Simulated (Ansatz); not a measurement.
# Yb: the order of phases at one pressure

Aim: bring Yb in several structures (fcc, bcc, hcp, dhcp) to one pressure and rank them by enthalpy. The pressure is set by scaling the first phase. The runs shown use LAPW. Companion runs by PAW are cited.

Method: DFT, PBEsol, all-electron LAPW, scalar-relativistic, in Ansatz 0.2.0.

### Step 1. The system as given

It takes space group Fm-3m (No. 225, cubic). The conventional cell has a = 4.723 Å, b = 4.723 Å, c = 4.723 Å, α = 90.00°, β = 90.00°, γ = 90.00°. Yb (site symmetry m-3m) has 12 Yb at 3.34 Å in its first shell of neighbours.

Coordinates:

```cif
data_structure
_symmetry_space_group_name_H-M 'Fm-3m'
_symmetry_Int_Tables_number 225
_cell_length_a 4.7229
_cell_length_b 4.7229
_cell_length_c 4.7229
_cell_angle_alpha 90.000
_cell_angle_beta 90.000
_cell_angle_gamma 90.000
_cell_volume 105.35
loop_
_atom_site_label
_atom_site_type_symbol
_atom_site_symmetry_multiplicity
_atom_site_Wyckoff_symbol
_atom_site_fract_x
_atom_site_fract_y
_atom_site_fract_z
_atom_site_occupancy
Yb1 Yb 4 a 0.00000 0.00000 0.00000 1
```

The file gives the conventional cell by its symmetry; the runs use the cell typed in the input.

### Step 2. Fcc relaxed under pressure, LAPW

The input, input.yaml:

```yaml
crystal:
  lattice:
    - [0.0, 2.3614357574, 2.3614357574]
    - [2.3614357574, 0.0, 2.3614357574]
    - [2.3614357574, 2.3614357574, 0.0]
  atoms:
    - { symbol: Yb, position: [0.0, 0.0, 0.0] }
kpoints:
  mp_grid: { grid: [14, 14, 14] }
scf:
  occupations: { method: fermi_dirac, width: 0.1 }
hamiltonian:
  xc: pbesol
  pseudopotentials: { kind: all_electron, lapw: { basis_error: 0.0005 } }
output:
  forces: true
  stress: true
  eigenvalues: true
relax:
  f_tol: 0.005
  max_steps: 12
  cell: { p_target: 6.4, stress_tol: 0.03 }
```

On the command line:

```
$ ansatz run input.yaml --threads 2 --pin off --max-ram 7168MiB --backend cpu --events-out ev --progress --plain --runs-dir out
```

The program printed (excerpt; [...] marks lines left out):

```text
[...]
LAPW: plane waves up to 8.348 Å⁻¹, error target 5.0e-4 eV per atom; small_component_spin mean_spin; Yb in spheres of 1.620 Å, 34 of its electrons in bands, Dirac shells []
[...]
Pseudopotentials: kind: all_electron
Pseudopotential: Yb, LAPW, valence charge 34, Koelling and Harmon's equation, gaussian nucleus
Functional definition: PBEsol
[...]
Crystal: 1 atoms, lattice volume = 26.337 Å³
Basis set: ecut = 265.5163690996019 eV, 259 PW (Γ), exchange–correlation at level 2
Bands: 21, of which v1, the nominal top of the filled ones, is band 17 counted from 1 (16 counted from 0)
Symmetry: 48 space group operations
Space group: Fm-3m (ITA 225), of the structure as read, at distance tolerance 3.0e-5 Å
k-points: 104 of 2744
[...]
SCF iter   1: F=—  HF=-382428.934467 eV  |F-HF|=—  |Δ(HF+E_count)|=         —  Δρ=7.75e-2  dr2=1.32e0  ethr=3.87e-3  ⟨swp⟩=2.0  Hψ=13627  notcnv=0
[...]
relax step   1: F+E_penalty+E_count = -382424.58692943 eV  Δ(F+E_penalty+E_count) = +0.000e0 eV  max|allowed force component| = 0.000e0 eV/Å  Δτ_max = 0.0000 Å  P = +6.424 GPa  Ω = 26.337 Å³  (16 SCF iters, accepted)
[...]
relax step   2: F+E_penalty+E_count = -382424.58692943 eV  Δ(F+E_penalty+E_count) = -3.318e-9 eV  max|allowed force component| = 0.000e0 eV/Å  Δτ_max = 0.0000 Å  P = +6.424 GPa  Ω = 26.337 Å³  stress off target by 2.42e-2 GPa  SCF on the basis re-selected at this cell (its energy is not [...]
SCF converged after 3 iterations
Free energy (F): -382424.586929 eV
[...]
E sigma→0 (E₀):  -382424.547591 eV
Entropy (-TS):   -0.078678 eV (-78.678 meV/atom)
Fermi energy:    16.500251 eV
[...]
--- Forces (eV/Å), atoms counted from 1 ---
  atom   1  Yb    -0.00000000     0.00000000     0.00000000
[...]
--- Stress (GPa, compression-positive) ---
        6.424199       0.000000       0.000000
        0.000000       6.424199       0.000000
        0.000000       0.000000       6.424199
  P = ⅓ Tr σ = 6.4242 GPa (64.242 kbar)
--- Band table (eV; the first three rows and the last of 104) ---
  k-point 0: bands = ["-158.8450", "-158.8450", "-158.8450", "-158.8295", "-158.8295", "-34.9797", "-6.8743", "-6.8743", "-6.8743", "10.7497", "15.7339", "15.8964", "15.8964", "15.8964", "16.0792", "16.0792", "16.0792", "19.6622", "19.6622", "19.6622", "22.5850"]
[...]
--- Relaxed structure (1 steps of the walk, 1 accepted, 1 SCFs on fresh bases) ---
  F+E_penalty+E_count = -382424.58692943 eV   max|allowed force component| = 0.000e0 eV/Å   (the final SCF, on the basis selected at the relaxed cell)
  cell:  # Å, volume = 26.3365 Å³
    - [0.0, 2.3614357574, 2.3614357574]
    - [2.3614357574, 0.0, 2.3614357574]
    - [2.3614357574, 2.3614357574, 0.0]
  atoms:
    - { symbol: Yb, position: [0.0, 0.0, 0.0] }
```

It took 16 s on 2 threads of AMD EPYC 7R43 (Zen 3), shared host; peak memory 0.39 GiB.

Step by step:

| step | energy from step 1 (eV/cell) | largest force component (eV/Å) | pressure (GPa) | volume (Å³) |
| --- | --- | --- | --- | --- |
| 1 | 0.0000 | 0.0000 | 6.42 | 26.34 |
| 2 | 0.0000 | 0.0000 | 6.42 | 26.34 |

Step 1 is the start. Step 2 repeats the geometry before on a plane-wave basis chosen anew for that cell, so the energy can jump there without any move; the table keeps such jumps.

| input's cell | before | after | change |
| --- | --- | --- | --- |
| a (Å) | 3.340 | 3.340 | -0.0 % |
| b (Å) | 3.340 | 3.340 | -0.0 % |
| c (Å) | 3.340 | 3.340 | -0.0 % |
| volume (Å³/atom) | 26.34 | 26.34 | -0.0 % |

This run gives: pressure 6.42 GPa; no gap.

### Step 3. Bcc relaxed under pressure, LAPW

input.yaml, as its differences from that of step 2:

```diff
@@ -2,5 +2,5 @@
   lattice:
-    - [0.0, 2.3614357574, 2.3614357574]
-    - [2.3614357574, 0.0, 2.3614357574]
-    - [2.3614357574, 2.3614357574, 0.0]
+    - [-1.8718409696, 1.8718409696, 1.8718409696]
+    - [1.8718409696, -1.8718409696, 1.8718409696]
+    - [1.8718409696, 1.8718409696, -1.8718409696]
   atoms:
```

On the command line:

```
$ ansatz run input.yaml --threads 2 --pin off --max-ram 7168MiB --backend cpu --events-out ev --progress --plain --runs-dir out
```

The program printed (excerpt; [...] marks lines left out):

```text
[...]
LAPW: plane waves up to 8.578 Å⁻¹, error target 5.0e-4 eV per atom; small_component_spin mean_spin; Yb in spheres of 1.572 Å, 34 of its electrons in bands, Dirac shells []
[...]
Pseudopotentials: kind: all_electron
Pseudopotential: Yb, LAPW, valence charge 34, Koelling and Harmon's equation, gaussian nucleus
Functional definition: PBEsol
[...]
Crystal: 1 atoms, lattice volume = 26.234 Å³
Basis set: ecut = 280.34537764499464 eV, 321 PW (Γ), exchange–correlation at level 2
Bands: 21, of which v1, the nominal top of the filled ones, is band 17 counted from 1 (16 counted from 0)
Symmetry: 48 space group operations
Space group: Im-3m (ITA 229), of the structure as read, at distance tolerance 3.0e-5 Å
k-points: 104 of 2744
[...]
SCF iter   1: F=—  HF=-382429.155914 eV  |F-HF|=—  |Δ(HF+E_count)|=         —  Δρ=9.31e-2  dr2=2.12e0  ethr=6.23e-3  ⟨swp⟩=2.0  Hψ=13636  notcnv=0
[...]
Free energy (F): -382424.614993 eV
[...]
E sigma→0 (E₀):  -382424.582605 eV
Entropy (-TS):   -0.064776 eV (-64.776 meV/atom)
Fermi energy:    16.589365 eV
[...]
--- Forces (eV/Å), atoms counted from 1 ---
  atom   1  Yb    -0.00000000     0.00000000     0.00000000
[...]
--- Stress (GPa, compression-positive) ---
        6.418011      -0.000000      -0.000000
       -0.000000       6.418011       0.000000
       -0.000000       0.000000       6.418011
  P = ⅓ Tr σ = 6.4180 GPa (64.180 kbar)
--- Band table (eV; the first three rows and the last of 104) ---
[... band rows left out ...]
[...]
--- Relaxed structure (1 steps of the walk, 1 accepted, 1 SCFs on fresh bases) ---
  F+E_penalty+E_count = -382424.61499332 eV   max|allowed force component| = 0.000e0 eV/Å   (the final SCF, on the basis selected at the relaxed cell)
  cell:  # Å, volume = 26.2341 Å³
    - [-1.8718409696, 1.8718409696, 1.8718409696]
    - [1.8718409696, -1.8718409696, 1.8718409696]
    - [1.8718409696, 1.8718409696, -1.8718409696]
  atoms:
    - { symbol: Yb, position: [0.0, 0.0, 0.0] }
```

It took 15 s on 2 threads of AMD EPYC 7R43 (Zen 3), shared host; peak memory 0.41 GiB.

Step by step:

| step | energy from step 1 (eV/cell) | largest force component (eV/Å) | pressure (GPa) | volume (Å³) |
| --- | --- | --- | --- | --- |
| 1 | 0.0000 | 0.0000 | 6.42 | 26.23 |
| 2 | 0.0000 | 0.0000 | 6.42 | 26.23 |

Step 1 is the start. Step 2 repeats the geometry before on a plane-wave basis chosen anew for that cell, so the energy can jump there without any move; the table keeps such jumps.

| input's cell | before | after | change |
| --- | --- | --- | --- |
| a (Å) | 3.242 | 3.242 | -0.0 % |
| b (Å) | 3.242 | 3.242 | -0.0 % |
| c (Å) | 3.242 | 3.242 | -0.0 % |
| volume (Å³/atom) | 26.23 | 26.23 | -0.0 % |

Result: pressure 6.42 GPa; no gap.

### Step 4. Hcp relaxed under pressure, LAPW

The input, input.yaml:

```yaml
crystal:
  lattice:
    - [3.3296059437, 0.0, 0.0]
    - [-1.6648029718, 2.8835233318, 0.0]
    - [0.0, 0.0, 5.4598641238]
  atoms:
    - { symbol: Yb, position: [0.3333333333, 0.6666666667, 0.25] }
    - { symbol: Yb, position: [0.6666666667, 0.3333333333, 0.75] }
kpoints:
  mp_grid: { grid: [13, 13, 7] }
scf:
  occupations: { method: fermi_dirac, width: 0.1 }
hamiltonian:
  xc: pbesol
  pseudopotentials: { kind: all_electron, lapw: { basis_error: 0.0005 } }
output:
  forces: true
  stress: true
  eigenvalues: true
relax:
  f_tol: 0.005
  max_steps: 12
  cell: { p_target: 6.4, stress_tol: 0.03 }
```

On the command line:

```
$ ansatz run input.yaml --threads 2 --pin off --max-ram 7168MiB --backend cpu --events-out ev --progress --plain --runs-dir out
```

The program printed (excerpt; [...] marks lines left out):

```text
[...]
LAPW: plane waves up to 8.373 Å⁻¹, error target 5.0e-4 eV per atom; small_component_spin mean_spin; Yb in spheres of 1.615 Å, 34 of its electrons in bands, Dirac shells []
[...]
Pseudopotentials: kind: all_electron
Pseudopotential: Yb, LAPW, valence charge 34, Koelling and Harmon's equation, gaussian nucleus
Functional definition: PBEsol
[...]
Crystal: 2 atoms, lattice volume = 52.420 Å³
Basis set: ecut = 267.09384529465535 eV, 549 PW (Γ), exchange–correlation at level 2
Bands: 41, of which v1, the nominal top of the filled ones, is band 34 counted from 1 (33 counted from 0)
Symmetry: 24 space group operations
Space group: P63/mmc (ITA 194), of the structure as read, at distance tolerance 3.7e-5 Å
k-points: 84 of 1183
[...]
SCF iter   1: F=—  HF=-764857.837018 eV  |F-HF|=—  |Δ(HF+E_count)|=         —  Δρ=7.70e-2  dr2=2.61e0  ethr=3.83e-3  ⟨swp⟩=2.0  Hψ=21336  notcnv=0
[...]
Fermi energy:    16.559507 eV
[...]
--- Forces (eV/Å), atoms counted from 1 ---
  atom   1  Yb     0.00000000     0.00000000     0.00000000
  atom   2  Yb    -0.00000000    -0.00000000     0.00000000
[...]
--- Stress (GPa, compression-positive) ---
        6.415719       0.000000       0.000000
        0.000000       6.415719       0.000000
        0.000000       0.000000       6.415884
  P = ⅓ Tr σ = 6.4158 GPa (64.158 kbar)
--- Band table (eV; the first three rows and the last of 84) ---
[...]
--- Relaxed structure (1 steps of the walk, 1 accepted, 1 SCFs on fresh bases) ---
  F+E_penalty+E_count = -764849.18749713 eV   max|allowed force component| = 1.619e-17 eV/Å   (the final SCF, on the basis selected at the relaxed cell)
  cell:  # Å, volume = 52.4201 Å³
    - [3.329605943679297, -2.8867490189961157e-11, 0.0]
    - [-1.6648029718146484, 2.883523331832363, 0.0]
    - [0.0, 0.0, 5.4598641238]
  atoms:
    - { symbol: Yb, position: [0.3333333333333333, 0.6666666666666666, 0.25] }
    - { symbol: Yb, position: [0.6666666666666666, 0.33333333333333337, 0.75] }
```

Run time: 45 s. Hardware: 2 threads of AMD EPYC 7R43 (Zen 3), shared host; peak memory 0.57 GiB.

Step by step:

| step | energy from step 1 (eV/cell) | largest force component (eV/Å) | pressure (GPa) | volume (Å³) |
| --- | --- | --- | --- | --- |
| 1 | 0.0000 | 0.0000 | 6.42 | 52.42 |
| 2 | 0.0000 | 0.0000 | 6.42 | 52.42 |

Step 1 is the start. Step 2 repeats the geometry before on a plane-wave basis chosen anew for that cell, so the energy can jump there without any move; the table keeps such jumps.

| input's cell | before | after | change |
| --- | --- | --- | --- |
| a (Å) | 3.330 | 3.330 | +0.0 % |
| b (Å) | 3.330 | 3.330 | +0.0 % |
| c (Å) | 5.460 | 5.460 | -0.0 % |
| volume (Å³/atom) | 26.21 | 26.21 | +0.0 % |

Result: pressure 6.42 GPa; no gap.

### Step 5. Dhcp at the cell that PAW relaxed, LAPW

The input, input.yaml:

```yaml
crystal:
  lattice:
    - [3.3400182183, 0.0, 0.0]
    - [-1.6700091092, 2.8925406262, 0.0]
    - [0.0, 0.0, 10.9051025843]
  atoms:
    - { symbol: Yb, position: [0.0, 0.0, 0.0] }
    - { symbol: Yb, position: [0.0, 0.0, 0.5] }
    - { symbol: Yb, position: [0.3333333333, 0.6666666667, 0.25] }
    - { symbol: Yb, position: [0.6666666667, 0.3333333333, 0.75] }
kpoints:
  mp_grid: { grid: [11, 11, 3] }
scf:
  occupations: { method: fermi_dirac, width: 0.1 }
hamiltonian:
  xc: pbesol
  pseudopotentials: { kind: all_electron, lapw: { basis_error: 0.0005 } }
output:
  forces: true
  stress: true
  eigenvalues: true
  populations: true
```

On the command line:

```
$ ansatz run input.yaml --threads 2 --pin off --max-ram 7168MiB --backend cpu --events-out ev --progress --plain --runs-dir out
```

The program printed (excerpt; [...] marks lines left out):

```text
Yb: projections on atomic orbitals take those of the free atom 1s2 2s2 2p6 3s2 3p6 3d10 4s2 4p6 4d10 4f14 5s2 5p6 5d0 6s2, of charge +0.00 (hamiltonian.pseudopotentials.projection_atoms)
LAPW: plane waves up to 8.119 Å⁻¹, error target 5.0e-4 eV per atom; small_component_spin mean_spin; Yb in spheres of 1.670 Å, 34 of its electrons in bands, Dirac shells []
[...]
Pseudopotentials: kind: all_electron
Pseudopotential: Yb, LAPW, valence charge 34, Koelling and Harmon's equation, gaussian nucleus
Functional definition: PBEsol
[...]
Crystal: 4 atoms, lattice volume = 105.356 Å³
Basis set: ecut = 251.17308294003507 eV, 959 PW (Γ), exchange–correlation at level 2
Bands: 82, of which v1, the nominal top of the filled ones, is band 68 counted from 1 (67 counted from 0)
Symmetry: 24 space group operations
Space group: P63/mmc (ITA 194), of the structure as read, at distance tolerance 4.7e-5 Å
[...]
SCF converged after 20 iterations
Free energy (F): -1529698.356343 eV
[...]
E sigma→0 (E₀):  -1529698.199007 eV
Entropy (-TS):   -0.314673 eV (-78.668 meV/atom)
Fermi energy:    16.499297 eV
[...]
--- Forces (eV/Å), atoms counted from 1 ---
  atom   1  Yb     0.00000000     0.00000000     0.00000000
  atom   2  Yb     0.00000000     0.00000000     0.00000000
  atom   3  Yb     0.00000000     0.00000000     0.00000000
  atom   4  Yb    -0.00000000    -0.00000000     0.00000000
[...]
--- Stress (GPa, compression-positive) ---
        6.424692      -0.000000       0.000000
       -0.000000       6.424692       0.000000
        0.000000       0.000000       6.423712
  P = ⅓ Tr σ = 6.4244 GPa (64.244 kbar)
--- Band table (eV; the first three rows and the last of 32) ---
[...]
--- Löwdin populations: 4 sites ---
  site symbol       q [e]
     0     Yb     69.9882
     1     Yb     69.9882
     2     Yb     69.9911
     3     Yb     69.9911
  spilling = 0.000148 (of n_electrons = 280.000000)
```

Run time: 82 s. Hardware: 2 threads of AMD EPYC 7R43 (Zen 3), shared host; peak memory 0.72 GiB.

Result: pressure 6.42 GPa; no gap.

### Step 6. The series in one table

The PAW rows are taken from companion runs at the same settings.

Enthalpy per atom, H = F + pV at p = 6.4 GPa, from each method's lowest phase:

```
             method  start  space group, start → end  volume (Å³/atom)  pressure (GPa)  enthalpy (meV/atom)
               LAPW    fcc             Fm-3m → Fm-3m            26.337             6.4                 32.2
               LAPW    bcc             Im-3m → Im-3m            26.234             6.4                  0.0
               LAPW    hcp       P6_3/mmc → P6_3/mmc            26.210             6.4                 20.3
LAPW, at PAW's cell   dhcp                  P6_3/mmc            26.339             6.4                 30.1
                PAW    fcc             Fm-3m → Fm-3m            26.337             6.4                 32.1
                PAW    bcc             Im-3m → Im-3m            26.234             6.4                  0.0
                PAW    hcp       P6_3/mmc → P6_3/mmc            26.210             6.4                 20.2
                PAW   dhcp       P6_3/mmc → P6_3/mmc            26.339             6.4                 30.1
```

### Step 7. What came out

| quantity | value |
| --- | --- |
| pressure | 6.4 GPa |
| lowest (LAPW) | bcc, 20.3 meV/atom under hcp |
| lowest (PAW) | bcc, 20.2 meV/atom under hcp |

In words: By LAPW the order is bcc < hcp < dhcp < fcc. By PAW the order is bcc < hcp < dhcp < fcc. The methods agree on the lowest phase. Only these structures were tried, with electrons smeared by 0.1 eV and without vibrations, so the true ground state may be another. The k meshes differ between phases and weren't tested, which can move differences by some meV. Spin-orbit coupling is left out, though the cell holds Yb; in elements this heavy it can shift bands and gaps by tenths of an eV.
